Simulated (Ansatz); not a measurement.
# ClF2H3W: the cost of one run

Method: RKS LDA/def2-SVP, in Ansatz 0.2.0.

## Step 1: The structure to begin with

Bond lengths: W1–Cl2 2.590 Å, W1–H3 1.920 Å, W1–F4 1.850 Å, W1–H5 1.720 Å, W1–H6 1.720 Å, W1–F7 1.850 Å. Angles (14 of 15 angles, heavy atoms first): Cl2–W1–F4 90.0°, Cl2–W1–F7 154.4°, F4–W1–F7 90.0°, Cl2–W1–H3 46.0°, Cl2–W1–H5 115.6°, Cl2–W1–H6 90.0°, H3–W1–F4 90.0°, H3–W1–F7 108.4°, F4–W1–H5 90.0°, F4–W1–H6 180.0°, H5–W1–F7 90.0°, H6–W1–F7 90.0°, H3–W1–H5 161.6°, H3–W1–H6 90.0°.

Structure file:

```xyz
7

W     0.0000    0.0000    0.0000
Cl    1.1194    0.0000    2.3356
H     1.8219    0.0000    0.6057
F     0.0000    1.8500    0.0000
H    -1.7200    0.0000    0.0000
H     0.0000   -1.7200    0.0000
F     0.0000    0.0000   -1.8500
```

## Step 2: Pulling towards end A

Springs on the bonds that form and break draw the guess towards this end; the thresholds are loose.

input.yaml reads:

```yaml
crystal:
  periodic: [false, false, false]
  atoms:
    - { symbol: W, position_ang: [0.0, 0.0, 0.0] }
    - { symbol: Cl, position_ang: [1.1194, 0.0, 2.3356] }
    - { symbol: H, position_ang: [1.8219, 0.0, 0.6057] }
    - { symbol: F, position_ang: [0.0, 1.85, 0.0] }
    - { symbol: H, position_ang: [-1.72, 0.0, 0.0] }
    - { symbol: H, position_ang: [0.0, -1.72, 0.0] }
    - { symbol: F, position_ang: [0.0, 0.0, -1.85] }
basis:
  gaussian: { orbitals: def2-SVP }
hamiltonian:
  xc: lda
relax:
  f_tol: 0.15
  max_steps: 25
  restrain:
    - { distance: [1, 2], at: 2.57, k: 30.0 }
    - { distance: [0, 1], at: 2.39, k: 30.0 }
    - { distance: [0, 2], at: 1.72, k: 30.0 }
```

Started as:

```
$ ansatz run input.yaml --threads 2 --pin off --max-ram 3072MiB --backend cpu --events-out ev --progress --plain --runs-dir out
```

**Question.** How long does this run take on 2 threads of Arm Neoverse V2, shared host, and how much memory does it need?

About 14 s, with a peak of 0.13 GiB.
